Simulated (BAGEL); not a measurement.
**CH3CdCl (SMILES [CH3][Cd][Cl]), step by step**

Wanted: a single-point energy (RI-MP2/ANO-RCC-MB), then the energy (RI-MP2/ANO-RCC-VDZ), then the energy, then the energy (RI-MP2/ANO-RCC-VDZP), then a single-point energy, then the energy (RI-MP2/ANO-RCC-VTZP), then a single-point energy of CH3CdCl. 

Program for the calculation: BAGEL 1.2.2.

7 further runs of the same task are left out: 7 set aside as unsound or not needed.

## 1. The system as given

CH3CdCl has 6 atoms, charge 0, and is taken as a singlet. SMILES: `[CH3][Cd][Cl]`. One bond was lengthened or shortened from a relaxed shape.

Bond lengths: Cd1–C2 2.160 Å, Cd1–Cl6 2.550 Å, C2–H3 1.085 Å, C2–H4 1.086 Å, C2–H5 1.086 Å. Angles: C2–Cd1–Cl6 178.6°, Cd1–C2–H3 110.3°, Cd1–C2–H4 110.2°, Cd1–C2–H5 110.0°, H3–C2–H4 108.8°, H3–C2–H5 108.8°, H4–C2–H5 108.8°.

## 2. A single-point energy at RI-MP2/ANO-RCC-MB (DKH2, density fitting with AutoAux, property bond stretch) (run 1)

File job.json:

```json
{ "bagel" : [

{
  "title" : "molecule",
  "basis" : "ano-rcc-mb.json",
  "df_basis" : "ano-rcc-mb-autoaux.json",
  "angstrom" : true,
  "dkh" : true,
  "geometry" : [
    { "atom" : "Cd", "xyz" : [   -0.004475,    0.029956,   -1.008579 ] },
    { "atom" : "C", "xyz" : [    0.002705,    0.000006,    1.151031 ] },
    { "atom" : "H", "xyz" : [   -0.446295,    0.907626,    1.540981 ] },
    { "atom" : "H", "xyz" : [    1.020525,   -0.073264,    1.521611 ] },
    { "atom" : "H", "xyz" : [   -0.563425,   -0.853054,    1.512411 ] },
    { "atom" : "Cl", "xyz" : [   -0.007610,    0.001620,   -3.558320 ] }
  ]
},
{ "title" : "hf", "charge" : 0 },
{ "title" : "mp2", "charge" : 0, "ncore" : 20 }

]}
```

The basis set ANO-RCC-MB is read from a file made from the Basis Set Exchange's data (not shown).

Launch:

```bash
$ BAGEL_NUM_THREADS=1 BAGEL job.json > job.out
```

The program printed:

```text
* using 1 threads per process

  ===============================================================
  ===============================================================

  *** Geometry ***

[... 30 lines left out ...]
    * SCF iteration converged.
[... 1 line left out ...]
    * Permanent dipole moment:
[... 2 lines left out ...]
    * METHOD: HF                                   0.98

  *** RHF ***

  === Nuclear Repulsion ===
   294.1488931993

      * DIIS with orbital gradients will be used.

  === RHF iteration (ano-rcc-mb.json) ===
      0      -6090.79018476          0.00000000           0.06
    * SCF iteration converged.

    * Permanent dipole moment:
           (    0.000974,    -0.041736,    -1.599030) a.u.

  === DF-MP2 calculation ===

    * freezing 20 orbitals
    * 3-index integral transformation done
    * assembly done

      MP2 correlation energy:   -0.0778938217      0.01

      MP2 total energy:       -6090.8680785854

    * METHOD: MP2                                  0.30

  ===============================================================
```

Run time: 1.9 s. Hardware: 1 thread of Intel Xeon 6975P-C (Granite Rapids), shared host; peak memory 0.11 GiB.

## 3. A single-point energy at RI-MP2/ANO-RCC-VDZ (DKH2, density fitting with AutoAux, property bond stretch) (run 2)

File mp2.json:

```json
{ "bagel" : [

{
  "title" : "molecule",
  "basis" : "ano-rcc-vdz.json",
  "df_basis" : "ano-rcc-vdz-autoaux.json",
  "angstrom" : true,
  "dkh" : true,
  "geometry" : [
    { "atom" : "Cd", "xyz" : [   -0.004760,    0.027380,   -1.240410 ] },
    { "atom" : "C", "xyz" : [    0.002420,   -0.002570,    0.919200 ] },
    { "atom" : "H", "xyz" : [   -0.446580,    0.905050,    1.309150 ] },
    { "atom" : "H", "xyz" : [    1.020240,   -0.075840,    1.289780 ] },
    { "atom" : "H", "xyz" : [   -0.563710,   -0.855630,    1.280580 ] },
    { "atom" : "Cl", "xyz" : [   -0.007610,    0.001620,   -3.558320 ] }
  ]
},
{ "title" : "hf", "charge" : 0 },
{ "title" : "mp2", "charge" : 0, "ncore" : 20 }

]}
```

The basis set ANO-RCC-VDZ is read from a file made from the Basis Set Exchange's data (not shown).

Launch:

```bash
$ BAGEL_NUM_THREADS=1 BAGEL mp2.json > mp2.out
```

The program printed:

```text
* using 1 threads per process

  ===============================================================
  ===============================================================

  *** Geometry ***

[... 30 lines left out ...]
    * SCF iteration converged.
[... 1 line left out ...]
    * Permanent dipole moment:
[... 2 lines left out ...]
    * METHOD: HF                                   1.62

  *** RHF ***

  === Nuclear Repulsion ===
   311.9180411764

      * DIIS with orbital gradients will be used.

  === RHF iteration (ano-rcc-vdz.json) ===
      0      -6090.84481663          0.00000000           0.08
    * SCF iteration converged.

    * Permanent dipole moment:
           (    0.000717,    -0.040480,    -1.603175) a.u.

  === DF-MP2 calculation ===

    * freezing 20 orbitals
    * 3-index integral transformation done
    * assembly done

      MP2 correlation energy:   -0.3250166767      0.03

      MP2 total energy:       -6091.1698333083

    * METHOD: MP2                                  0.37

  ===============================================================
```

Run time: 2.7 s. Hardware: 1 thread of Intel Xeon 6975P-C (Granite Rapids), shared host; peak memory 0.14 GiB.

Runs 3 to 6 aren't shown in full; the table further down has their settings and results.

## 4. A single-point energy at RI-MP2/ANO-RCC-VTZP (DKH2, density fitting with AutoAux, property bond stretch) (run 7)

File input.json:

```json
{ "bagel": [

{
  "title": "molecule",
  "basis": "ano-rcc-vtzp.json",
  "df_basis": "ano-rcc-vtzp-autoaux.json",
  "angstrom": true,
  "dkh": true,
  "geometry": [
    { "atom": "Cd", "xyz": [   -0.004475,    0.029956,   -1.008579 ] },
    { "atom": "C", "xyz": [    0.002705,    0.000006,    1.151031 ] },
    { "atom": "H", "xyz": [   -0.446295,    0.907626,    1.540981 ] },
    { "atom": "H", "xyz": [    1.020525,   -0.073264,    1.521611 ] },
    { "atom": "H", "xyz": [   -0.563425,   -0.853054,    1.512411 ] },
    { "atom": "Cl", "xyz": [   -0.007610,    0.001620,   -3.558320 ] }
  ]
},
{
  "title": "hf"
},
{
  "title": "mp2",
  "ncore": 20
}

]}
```

The basis set ANO-RCC-VTZP is read from a file made from the Basis Set Exchange's data (not shown).

Launch:

```bash
$ BAGEL_NUM_THREADS=1 BAGEL input.json > input.out
```

The program printed:

```text
* using 1 threads per process

  ===============================================================
  ===============================================================

  *** Geometry ***

[... 30 lines left out ...]
    * SCF iteration converged.
[... 1 line left out ...]
    * Permanent dipole moment:
[... 2 lines left out ...]
    * METHOD: HF                                  14.95

  *** RHF ***

  === Nuclear Repulsion ===
   294.1488931993

      * DIIS with orbital gradients will be used.

  === RHF iteration (ano-rcc-vtzp.json) ===
      0      -6090.88362463          0.00000000           0.85
    * SCF iteration converged.

    * Permanent dipole moment:
           (    0.000034,    -0.039303,    -1.813750) a.u.

  === DF-MP2 calculation ===

    * freezing 20 orbitals
    * 3-index integral transformation done
    * assembly done

      MP2 correlation energy:   -0.9778948239      0.49

      MP2 total energy:       -6091.8615194547

    * METHOD: MP2                                  3.08

  ===============================================================
```

It took 22 s on 1 thread of Intel Xeon 6975P-C (Granite Rapids), shared host; peak memory 0.7 GiB.

## 5. The series

| run | level | partner | energy (Eh) | correlation energy (mEh) | wall time |
| --- | --- | --- | --- | --- | --- |
| 1 | RI-MP2/ANO-RCC-MB (DKH2, density fitting with AutoAux, property bond stretch) | bond moved | -6090.868079 | -77.9 | 1.9 s |
| 2 | RI-MP2/ANO-RCC-VDZ (DKH2, density fitting with AutoAux, property bond stretch) | base | -6091.169833 | -325.0 | 2.7 s |
| 3 | RI-MP2/ANO-RCC-VDZ (DKH2, density fitting with AutoAux, property bond stretch) | bond moved | -6091.166677 | -324.7 | 2.8 s |
| 4 | RI-MP2/ANO-RCC-VDZP (DKH2, density fitting with AutoAux, property bond stretch) | base | -6091.609780 | -728.0 | 7.2 s |
| 5 | RI-MP2/ANO-RCC-VDZP (DKH2, density fitting with AutoAux, property bond stretch) | bond moved | -6091.597922 | -723.9 | 7.2 s |
| 6 | RI-MP2/ANO-RCC-VTZP (DKH2, density fitting with AutoAux, property bond stretch) | base | -6091.875728 | -983.7 | 22 s |
| 7 | RI-MP2/ANO-RCC-VTZP (DKH2, density fitting with AutoAux, property bond stretch) | bond moved | -6091.861519 | -977.9 | 22 s |

## 6. Outcome

| quantity | value |
| --- | --- |
| run 7, RI-MP2/ANO-RCC-VTZP: total energy | -6091.86152 Eh |
| run 7, RI-MP2/ANO-RCC-VTZP: correlation energy (20 core orbitals frozen) | -977.9 mEh |
| energy change with the Cd1–Cl6 bond stretched from 2.318 to 2.550 Å, RI-MP2/ANO-RCC-VDZ | 0.086 eV |
| energy change with the Cd1–Cl6 bond stretched from 2.318 to 2.550 Å, RI-MP2/ANO-RCC-VDZP | 0.323 eV |
| energy change with the Cd1–Cl6 bond stretched from 2.318 to 2.550 Å, RI-MP2/ANO-RCC-VTZP | 0.387 eV |

At RI-MP2/ANO-RCC-VDZ: with the Cd1–Cl6 bond stretched from 2.318 to 2.550 Å the energy rises by 0.09 eV (2.0 kcal/mol). The first shape isn't relaxed at this level, so the change isn't measured from a minimum. At RI-MP2/ANO-RCC-VDZP: with the Cd1–Cl6 bond stretched from 2.318 to 2.550 Å the energy rises by 0.32 eV (31.1 kJ/mol). At RI-MP2/ANO-RCC-VTZP: with the Cd1–Cl6 bond stretched from 2.318 to 2.550 Å the energy rises by 0.39 eV (8.9 kcal/mol). In run 1 the basis is minimal, so the values are rough. All runs together took 66 s, the longest 22 s.
